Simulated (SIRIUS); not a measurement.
# NiMoIrPdW (P3m1) in SIRIUS: single point with PBE

Aim: the single point of NiMoIrPdW with PBE.

Everything below comes from runs of SIRIUS 7.12.0. Logs are shortened: lines on timing, memory, paths and dates and some standing lists are left out, and cuts for length are marked. The log counts tension as positive stress, the text compression.

## (1) The undisturbed crystal

It takes space group P3m1 (No. 156, trigonal). The conventional cell has a = 2.761 Å, b = 2.761 Å, c = 11.341 Å, α = 90.00°, β = 90.00°, γ = 120.00°. Around Ni (site symmetry 3m) lie 3 W at 2.59 Å and 3 Pd at 2.68 Å and 6 Ni at 2.76 Å. Mo (site symmetry 3m) is surrounded by 3 Ir at 2.66 Å and 1 W at 2.66 Å and 6 Mo at 2.76 Å. Pd (site symmetry 3m) is surrounded by 3 Ni at 2.68 Å and 6 Pd at 2.76 Å and 3 Ir at 2.84 Å. Ir (site symmetry 3m) is surrounded by 3 Mo at 2.66 Å and 6 Ir at 2.76 Å and 3 Pd at 2.84 Å. W (site symmetry 3m) has 3 Ni at 2.59 Å and 1 Mo at 2.66 Å and 6 W at 2.76 Å as nearest neighbours.

The cell was built by a generator and needn't be a form met in nature.

## (2) Single point, PBE, collinear spin, ferromagnetic start (atoms moved at random)

sirius.json

```json
{
  "control": {
    "processing_unit": "cpu",
    "std_evp_solver_name": "lapack",
    "gen_evp_solver_name": "lapack",
    "verbosity": 2,
    "print_forces": true,
    "ortho_rf": true,
    "use_second_variation": true,
    "rmt_max": 3.0,
    "num_bands_to_print": 24,
    "save_wf": true
  },
  "parameters": {
    "electronic_structure_method": "full_potential_lapwlo",
    "xc_functionals": ["XC_GGA_X_PBE", "XC_GGA_C_PBE"],
    "core_relativity": "dirac",
    "valence_relativity": "iora",
    "num_fv_states": 85,
    "smearing": "fermi_dirac",
    "smearing_width": 0.0018374661,
    "pw_cutoff": 20,
    "gk_cutoff": 3.91,
    "lmax_apw": 11,
    "lmax_rho": 8,
    "lmax_pot": 8,
    "num_mag_dims": 1,
    "auto_rmt": 0,
    "ngridk": [6, 6, 2],
    "shiftk": [0, 0, 0],
    "num_dft_iter": 80,
    "energy_tol": 1e-07,
    "density_tol": 1e-05,
    "use_symmetry": true
  },
  "settings": {"tol_ne": 1e-10},
  "iterative_solver": {"type": "exact"},
  "mixer": {"type": "anderson", "beta": 0.4, "max_history": 8},
  "unit_cell": {
    "lattice_vectors": [[5.2171180903, -0.0, -0.0], [-2.6085590452, 4.5181461914, 0.0], [-0.0, 0.0, 21.4304580136]],
    "atom_types": ["Ir", "Mo", "Ni", "Pd", "W"],
    "atom_files": {"Ir": "Ir.json", "Mo": "Mo.json", "Ni": "Ni.json", "Pd": "Pd.json", "W": "W.json"},
    "atoms": {
      "Ir": [[0.00651, 0.013322, 0.104346, 0.0, 0.0, 0.6]],
      "Mo": [[0.685789, 0.336564, 0.292168, 0.0, 0.0, 1.0]],
      "Ni": [[-0.011493, -0.007168, 0.708753, 0.0, 0.0, 1.0]],
      "Pd": [[0.671789, 0.339014, 0.900949, 0.0, 0.0, 0.0]],
      "W": [[0.664633, 0.325408, 0.529062, 0.0, 0.0, 0.0]]
    }
  }
}
```

Ir.json

```json
{
  "name": "iridium",
  "symbol": "Ir",
  "number": 77,
[... 36 lines left out ...]
    {"l": 2, "basis": [{"enu": 0.33, "dme": 1, "n": 0, "auto": 0}, {"enu": 0.33, "dme": 2, "n": 0, "auto": 0}]},
    {"l": 2, "basis": [{"enu": 0.33, "dme": 0, "n": 0, "auto": 0}, {"enu": 2.8461, "dme": 0, "n": 0, "auto": 0}]},
    {"l": 3, "basis": [{"enu": 0.33, "dme": 0, "n": 0, "auto": 0}, {"enu": 0.33, "dme": 1, "n": 0, "auto": 0}]},
    {
      "l": 3,
      "basis": [{"enu": -1.7396, "dme": 0, "n": 4, "auto": 1}, {"enu": -1.7396, "dme": 1, "n": 4, "auto": 1}]
    },
    {
      "l": 3,
      "basis": [{"enu": -1.7396, "dme": 1, "n": 4, "auto": 1}, {"enu": 0.33, "dme": 0, "n": 0, "auto": 0}]
    },
    {"l": 3, "basis": [{"enu": 0.33, "dme": 0, "n": 0, "auto": 0}, {"enu": 4.0719, "dme": 0, "n": 0, "auto": 0}]},
    {"l": 4, "basis": [{"enu": 0.33, "dme": 0, "n": 0, "auto": 0}, {"enu": 0.33, "dme": 1, "n": 0, "auto": 0}]},
    {"l": 4, "basis": [{"enu": 0.33, "dme": 0, "n": 0, "auto": 0}, {"enu": 3.4267, "dme": 0, "n": 0, "auto": 0}]}
  ],
  "free_atom": [... radial grid and density of the free atom, the start of the SCF ...]
}
```

Mo.json

```json
{
  "name": "molybdenum",
  "symbol": "Mo",
  "number": 42,
  "mass": 95.96,
  "rmin": 1e-06,
  "rmt": 2.39,
  "nrmt": 800,
  "rinf": 17.03,
  "core": "1s2s2p3s3p3d",
  "valence": [
[... 21 lines left out ...]
    },
    {
      "l": 1,
      "basis": [{"enu": -0.9413, "dme": 1, "n": 4, "auto": 1}, {"enu": 0.33, "dme": 0, "n": 0, "auto": 0}]
    },
    {"l": 1, "basis": [{"enu": 0.33, "dme": 0, "n": 0, "auto": 0}, {"enu": 3.5512, "dme": 0, "n": 0, "auto": 0}]},
    {"l": 2, "basis": [{"enu": 0.33, "dme": 0, "n": 0, "auto": 0}, {"enu": 0.33, "dme": 1, "n": 0, "auto": 0}]},
    {"l": 2, "basis": [{"enu": 0.33, "dme": 1, "n": 0, "auto": 0}, {"enu": 0.33, "dme": 2, "n": 0, "auto": 0}]},
    {"l": 2, "basis": [{"enu": 0.33, "dme": 0, "n": 0, "auto": 0}, {"enu": 3.061, "dme": 0, "n": 0, "auto": 0}]},
    {"l": 3, "basis": [{"enu": 0.33, "dme": 0, "n": 0, "auto": 0}, {"enu": 0.33, "dme": 1, "n": 0, "auto": 0}]},
    {"l": 3, "basis": [{"enu": 0.33, "dme": 0, "n": 0, "auto": 0}, {"enu": 3.3762, "dme": 0, "n": 0, "auto": 0}]}
  ],
  "free_atom": [... radial grid and density of the free atom, the start of the SCF ...]
}
```

Ni.json

```json
{
  "name": "nickel",
  "symbol": "Ni",
  "number": 28,
  "mass": 58.6934,
  "rmin": 1e-06,
[... 23 lines left out ...]
    {
      "l": 1,
      "basis": [{"enu": -2.0709, "dme": 0, "n": 3, "auto": 1}, {"enu": -2.0709, "dme": 1, "n": 3, "auto": 1}]
    },
    {
      "l": 1,
      "basis": [{"enu": -2.0709, "dme": 1, "n": 3, "auto": 1}, {"enu": 0.33, "dme": 0, "n": 0, "auto": 0}]
    },
    {"l": 1, "basis": [{"enu": 0.33, "dme": 0, "n": 0, "auto": 0}, {"enu": 3.9646, "dme": 0, "n": 0, "auto": 0}]},
    {
      "l": 2,
      "basis": [{"enu": 0.3191, "dme": 0, "n": 0, "auto": 0}, {"enu": 0.3191, "dme": 1, "n": 0, "auto": 0}]
    },
    {
      "l": 2,
      "basis": [{"enu": 0.3191, "dme": 1, "n": 0, "auto": 0}, {"enu": 0.3191, "dme": 2, "n": 0, "auto": 0}]
    },
    {
      "l": 2,
      "basis": [{"enu": 0.3191, "dme": 0, "n": 0, "auto": 0}, {"enu": 3.4005, "dme": 0, "n": 0, "auto": 0}]
    },
    {"l": 3, "basis": [{"enu": 0.33, "dme": 0, "n": 0, "auto": 0}, {"enu": 0.33, "dme": 1, "n": 0, "auto": 0}]},
    {"l": 3, "basis": [{"enu": 0.33, "dme": 0, "n": 0, "auto": 0}, {"enu": 3.767, "dme": 0, "n": 0, "auto": 0}]}
  ],
  "free_atom": [... radial grid and density of the free atom, the start of the SCF ...]
}
```

Pd.json

```json
{
  "name": "palladium",
  "symbol": "Pd",
  "number": 46,
  "mass": 106.42,
  "rmin": 1e-06,
  "rmt": 2.39,
  "nrmt": 800,
  "rinf": 14.72,
  "core": "1s2s2p3s3p3d",
  "valence": [
[... 15 lines left out ...]
    },
    {
      "l": 1,
      "basis": [{"enu": -1.3949, "dme": 1, "n": 4, "auto": 1}, {"enu": 0.33, "dme": 0, "n": 0, "auto": 0}]
    },
    {"l": 1, "basis": [{"enu": 0.33, "dme": 0, "n": 0, "auto": 0}, {"enu": 3.5512, "dme": 0, "n": 0, "auto": 0}]},
    {"l": 2, "basis": [{"enu": 0.33, "dme": 0, "n": 0, "auto": 0}, {"enu": 0.33, "dme": 1, "n": 0, "auto": 0}]},
    {"l": 2, "basis": [{"enu": 0.33, "dme": 1, "n": 0, "auto": 0}, {"enu": 0.33, "dme": 2, "n": 0, "auto": 0}]},
    {"l": 2, "basis": [{"enu": 0.33, "dme": 0, "n": 0, "auto": 0}, {"enu": 3.061, "dme": 0, "n": 0, "auto": 0}]},
    {"l": 3, "basis": [{"enu": 0.33, "dme": 0, "n": 0, "auto": 0}, {"enu": 0.33, "dme": 1, "n": 0, "auto": 0}]},
    {"l": 3, "basis": [{"enu": 0.33, "dme": 0, "n": 0, "auto": 0}, {"enu": 3.3762, "dme": 0, "n": 0, "auto": 0}]}
  ],
  "free_atom": [... radial grid and density of the free atom, the start of the SCF ...]
}
```

W.json

```json
{
  "name": "tungsten",
  "symbol": "W",
  "number": 74,
[... 36 lines left out ...]
    {"l": 2, "basis": [{"enu": 0.33, "dme": 1, "n": 0, "auto": 0}, {"enu": 0.33, "dme": 2, "n": 0, "auto": 0}]},
    {"l": 2, "basis": [{"enu": 0.33, "dme": 0, "n": 0, "auto": 0}, {"enu": 2.8461, "dme": 0, "n": 0, "auto": 0}]},
    {"l": 3, "basis": [{"enu": 0.33, "dme": 0, "n": 0, "auto": 0}, {"enu": 0.33, "dme": 1, "n": 0, "auto": 0}]},
    {
      "l": 3,
      "basis": [{"enu": -0.7362, "dme": 0, "n": 4, "auto": 1}, {"enu": -0.7362, "dme": 1, "n": 4, "auto": 1}]
    },
    {
      "l": 3,
      "basis": [{"enu": -0.7362, "dme": 1, "n": 4, "auto": 1}, {"enu": 0.33, "dme": 0, "n": 0, "auto": 0}]
    },
    {"l": 3, "basis": [{"enu": 0.33, "dme": 0, "n": 0, "auto": 0}, {"enu": 4.0719, "dme": 0, "n": 0, "auto": 0}]},
    {"l": 4, "basis": [{"enu": 0.33, "dme": 0, "n": 0, "auto": 0}, {"enu": 0.33, "dme": 1, "n": 0, "auto": 0}]},
    {"l": 4, "basis": [{"enu": 0.33, "dme": 0, "n": 0, "auto": 0}, {"enu": 3.4267, "dme": 0, "n": 0, "auto": 0}]}
  ],
  "free_atom": [... radial grid and density of the free atom, the start of the SCF ...]
}
```

sirius_start.json

```json
{
  "control": {
    "processing_unit": "cpu",
    "std_evp_solver_name": "lapack",
    "gen_evp_solver_name": "lapack",
    "verbosity": 1,
    "print_forces": false,
    "ortho_rf": true,
    "use_second_variation": true,
    "rmt_max": 3.0,
    "num_bands_to_print": 24,
    "save_wf": false
  },
  "parameters": {
    "electronic_structure_method": "full_potential_lapwlo",
    "xc_functionals": ["XC_LDA_X", "XC_LDA_C_PW"],
    "core_relativity": "dirac",
    "valence_relativity": "iora",
    "num_fv_states": 85,
    "smearing": "fermi_dirac",
    "smearing_width": 0.0055123983,
    "pw_cutoff": 20,
    "gk_cutoff": 3.13,
    "lmax_apw": 11,
    "lmax_rho": 8,
    "lmax_pot": 8,
    "num_mag_dims": 1,
    "auto_rmt": 0,
    "ngridk": [2, 2, 1],
    "shiftk": [0, 0, 0],
    "num_dft_iter": 30,
    "energy_tol": 0.01,
    "density_tol": 0.05,
    "use_symmetry": true
  },
  "settings": {"tol_ne": 1e-10},
  "iterative_solver": {"type": "exact"},
  "mixer": {"type": "anderson", "beta": 0.4, "max_history": 8},
  "unit_cell": {
    "lattice_vectors": [[5.2171180903, -0.0, -0.0], [-2.6085590452, 4.5181461914, 0.0], [-0.0, 0.0, 21.4304580136]],
    "atom_types": ["Ir", "Mo", "Ni", "Pd", "W"],
    "atom_files": {"Ir": "Ir.json", "Mo": "Mo.json", "Ni": "Ni.json", "Pd": "Pd.json", "W": "W.json"},
    "atoms": {
      "Ir": [[0.00651, 0.013322, 0.104346, 0.0, 0.0, 0.6]],
      "Mo": [[0.685789, 0.336564, 0.292168, 0.0, 0.0, 1.0]],
      "Ni": [[-0.011493, -0.007168, 0.708753, 0.0, 0.0, 1.0]],
      "Pd": [[0.671789, 0.339014, 0.900949, 0.0, 0.0, 0.0]],
      "W": [[0.664633, 0.325408, 0.529062, 0.0, 0.0, 0.0]]
    }
  }
}
```

Potentials or basis: all-electron FP-LAPW, apw+lo standard.

Launch:

```console
> OMP_NUM_THREADS=2 sirius.scf --input=sirius_start.json --output=start.json
> OMP_NUM_THREADS=2 sirius.scf --input=sirius.json --output=output.json --task=1
```

The program printed:

```text
[info] SIRIUS version : 7.12.0
[info] number of MPI ranks           : 1
[info] MPI grid                      : 1 1
[info] maximum number of OMP threads : 2
[fft] FFT context for density and potential
[fft] =====================================
[fft]   plane wave cutoff                     : 20
[fft]   grid size                             : 36 36 144   total : 186624
[fft]   grid limits                           : -17 18   -17 18   -71 72
[fft]   number of G-vectors within the cutoff : 68333
[fft]   number of G-shells                    : 9268
[fft] FFT context for coarse grid
[fft] =====================================
[fft]   plane wave cutoff                     : 7.82
[fft]   grid size                             : 15 15 60   total : 13500
[fft]   grid limits                           : -7 7   -7 7   -29 30
[fft]   number of G-vectors within the cutoff : 4133
[fft]   number of G-shells                    : 635
[unit cell] lattice vectors
[unit cell]   a1 :       5.2171180903     -0.0000000000     -0.0000000000
[unit cell]   a2 :      -2.6085590452      4.5181461914      0.0000000000
[unit cell]   a3 :      -0.0000000000      0.0000000000     21.4304580136
[unit cell] reciprocal lattice vectors
[unit cell]   b1 :       1.2043402504      0.6953278005      0.0000000000
[unit cell]   b2 :       0.0000000000      1.3906556010      0.0000000000
[unit cell]   b3 :       0.0000000000      0.0000000000      0.2931895017
[unit cell] unit cell volume :       505.15237494 [a.u.^3]
[unit cell] 1/sqrt(omega)    :         0.04449270
[unit cell] MT volume        :       291.41815997 (57.69%)
[unit cell] IT volume        :       213.73421497 (42.31%)
[unit cell] number of atom types : 5
[unit cell] type id : 0 symbol : Ir mt_radius :   2.490000 num_atoms : 1
[... 1017 lines left out ...]
[find] --------------------------------------------------------------------------------
[find]    0   75.476445    1.519455e-07  [  0.00000,   0.00000,  -0.00001]    0.000015
[find]    1   39.985327    1.657958e-06  [  0.00000,   0.00000,   0.00000]    0.000001
[find]    2   26.918230    3.362305e-13  [  0.00000,   0.00000,   0.00001]    0.000011
[find]    3   44.572261    2.986478e-08  [  0.00000,   0.00000,  -0.00000]    0.000003
[find]    4   72.034750    1.061611e-06  [  0.00000,   0.00000,   0.00000]    0.000002
[find] total core leakage    : 2.90138006e-06
[find] interstitial charge   : 8.012973
[find] interstitial moment   : [  0.00000,   0.00000,   0.00000], magnitude : 0.000000
[find] total charge          : 266.999987
[find] total moment          : [  0.00000,   0.00000,  -0.00000], magnitude : 0.000004
[find] Energy
[find] --------------------------------------------------------------------------------
[find] valence_eval_sum               :     -84.50518565
[find] core_eval_sum                  :  -27055.23016467
[find] kinetic energy                 :   49579.98079325
[find] enuc                           :  -55513.01095681
[find] <rho|V^{XC}>                   :   -1314.88714292
[find] <rho|E^{XC}>                   :   -1006.26115655
[find] <mag|B^{XC}>                   :      -0.00000000
[find] <rho|V^{H}>                    :  -75404.82900061
[find] smearing (-TS)                 :      -0.00255149
[find] SCF correction                 :       0.00001047
[find] Total energy                   :  -44641.70580995 (Ha),  -89283.41161990 (Ry)
[find] Free energy (E-TS)             :  -44641.70836144 (Ha),  -89283.41672288 (Ry)
[find] band gap (eV)                  :       0.00000000
[find] Efermi                         :       0.41963822
[ground_state]
[ground_state] ==== total Forces in Ha/bohr =====
[ground_state] atom:    0, force:       0.0040716     -0.0025879      0.0029266
[ground_state] atom:    1, force:      -0.0012243      0.0037934      0.0040847
[ground_state] atom:    2, force:       0.0014883      0.0004822      0.0027082
[ground_state] atom:    3, force:      -0.0005535      0.0000532     -0.0055674
[ground_state] atom:    4, force:      -0.0037813     -0.0017400     -0.0040987
[ground_state] ==== contribution from density =====
[ground_state] atom:    0, force:      -0.0199822      0.0225088      0.9264304
[ground_state] atom:    1, force:       0.0139862     -0.0146956      0.0406891
[ground_state] atom:    2, force:      -0.0067270     -0.0008558     -0.1458784
[ground_state] atom:    3, force:       0.0024216      0.0007582     -0.1828646
[ground_state] atom:    4, force:       0.0390448      0.0112945      0.1193071
[ground_state] ==== contribution from Hartree potential =====
[ground_state] atom:    0, force:       0.0236474     -0.0247491     -1.0236470
[ground_state] atom:    1, force:      -0.0165161      0.0170795      0.0084444
[ground_state] atom:    2, force:       0.0084816      0.0012177      0.2050327
[ground_state] atom:    3, force:      -0.0030994     -0.0009390      0.1643271
[ground_state] atom:    4, force:      -0.0414223     -0.0118274     -0.1317368
[ground_state] ==== contribution from IBS =====
[ground_state] atom:    0, force:       0.0004064     -0.0003476      0.1001432
[ground_state] atom:    1, force:       0.0013056      0.0014095     -0.0450488
[ground_state] atom:    2, force:      -0.0002662      0.0001204     -0.0564461
[ground_state] atom:    3, force:       0.0001244      0.0002339      0.0129702
[ground_state] atom:    4, force:      -0.0014038     -0.0012071      0.0083310
```

Run time: 30 min. Hardware: 2 threads of Intel Xeon 6975P-C (Granite Rapids), shared host; peak memory 1.8 GiB.

The run converged, but some of its settings lie outside the range that counts as converged, so its numbers aren't taken as properties of the crystal.

Results:

```
Free energy                                       : -1214762.7689 eV
Largest force                                     : 0.300 eV/Å
Band gap on the k mesh                            : none (metal or under the smearing width)
Net moment                                        : 0.00 μB per cell
All electrons inside the program's atomic spheres : Ni 26.92; Mo 39.99; Pd 44.57; Ir 75.48; W 72.03 (radii Ir 2.49, Mo 2.39, Ni 2.25, Pd 2.39, W 2.49 bohr)
```

Caveat: the k mesh is coarse (spacing up to 0.44 Å⁻¹), so the values aren't converged.
